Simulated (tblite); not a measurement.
# C6H13GaGe: the cost of one run

Computed with tblite 0.8.0 and PySCF 2.14.0, with density-fitted response routines of our own, on a single molecule in the gas phase. Atoms are numbered from 0 throughout.

## 1. The molecule as given

21 atoms, charge 0, multiplicity 1; geometry from: force field or distance geometry start.

Bonds of the start (Å): C0–C1 1.52, C1–C2 1.54, C2–Ga3 1.91, Ga3–C4 2.07, C4–C5 1.53, C5–Ge6 1.92, Ge6–C7 1.94, C2–C0 1.49, C7–C4 1.50, C0–H8 1.11, C0–H9 1.12, C1–H10 1.10, C1–H11 1.11, C2–H12 1.12, Ga3–H13 1.61, C4–H14 1.11, C5–H15 1.10, C5–H16 1.12, Ge6–H17 1.53, Ge6–H18 1.53, C7–H19 1.12, C7–H20 1.10.

## 2. Relaxing the molecule with GFN2-xTB

Job settings and geometry (Å):

```
{"job": {"kind": "relax", "xc": "GFN2-xTB", "basis": "xTB"}, "charge": 0, "multiplicity": 1}
C      3.501700     0.295700     0.017000
C      2.271200     0.438400    -0.857300
C      2.206900    -0.254400     0.514700
Ga     0.554600     0.324700     1.275100
C     -0.887200    -0.597300     0.106100
C     -1.610800     0.210800    -0.971500
Ge    -3.132400     0.550200     0.157700
C     -2.104400    -0.911300     0.922200
H      4.249600    -0.465900    -0.275800
H      3.827300     1.218700     0.555700
H      2.082000    -0.252900    -1.686100
H      1.859000     1.467400    -0.906100
H      2.110700    -1.367900     0.504100
H      0.521300     0.993600     2.733800
H     -0.445900    -1.537800    -0.270600
H     -1.820100    -0.452200    -1.828100
H     -1.086900     1.161400    -1.230500
H     -3.128100     1.846300     0.965500
H     -4.493600     0.036600    -0.323200
H     -2.560000    -1.882600     0.604900
H     -1.923700    -0.804200     2.002400
```

The run is started by

```bash
$ OMP_NUM_THREADS=1 python probes_run.py task.json out
```

The driver reads the jobs from task.json and runs them one after another.

**Question.** How long does this first job take on 1 thread of Intel Xeon Platinum 8488C, shared host, and how much memory does it need?

About 2.9 s, with a peak of 0.18 GiB.
